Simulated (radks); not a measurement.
**Co with its nuclear charge varied continuously**

An exercise on one series of results from a longer session: the logs are not shown, and one member is left open.

The numbers are computed with radks (a radial shooting solver on a logarithmic mesh, Libxc functionals) version 1 (Dirac Kohn-Sham, PBE, spin-unpolarised, spherical densities, point nucleus; open shells fill j = l - 1/2 first), except any that are marked as measured or tabulated.

## Starting point

```
element       : cobalt (Z = 27)
charge        : 0
electrons     : 27
configuration : [Ar] 3d7 4s2
```

Set-up of the first run:

The run's settings:

```text
Z 27
configuration [Ar] 3d7 4s2
relativity Dirac
functional pbe,pbe
spin unpolarised
j_filling energy
nucleus point
c 137.035999084
```

Among the steps run: Z = 27.

One of the session's tables, all rows but one given; the rest of the session is left out.

It belongs to the step «Z = 27». Sizes of the orbitals, from the radial functions (bohr):

```
level     <r>  outermost maximum (interpolated)  90 % within  nodes
2p1/2  0.2228                             0.170        0.365      0
2p3/2  0.2259                             0.173        0.370      0
3s1/2  0.7736                             0.669         1.16      2
3p1/2  0.8096                             0.673         1.25      1
3p3/2  0.8193                             0.681         1.26      1
3d3/2       ?                                 ?            ?      ?
3d5/2   1.075                             0.669         1.90      0
4s1/2   2.894                              2.32         4.45      3
```

Q: Estimate the row for 3d3/2 from the others.

**Answer.** <r>: 1.068; outermost maximum (interpolated): 0.667; 90 % within: 1.89; nodes: 0. In the column «<r>» it lies between 3p3/2 (0.8193) and 3d5/2 (1.075).
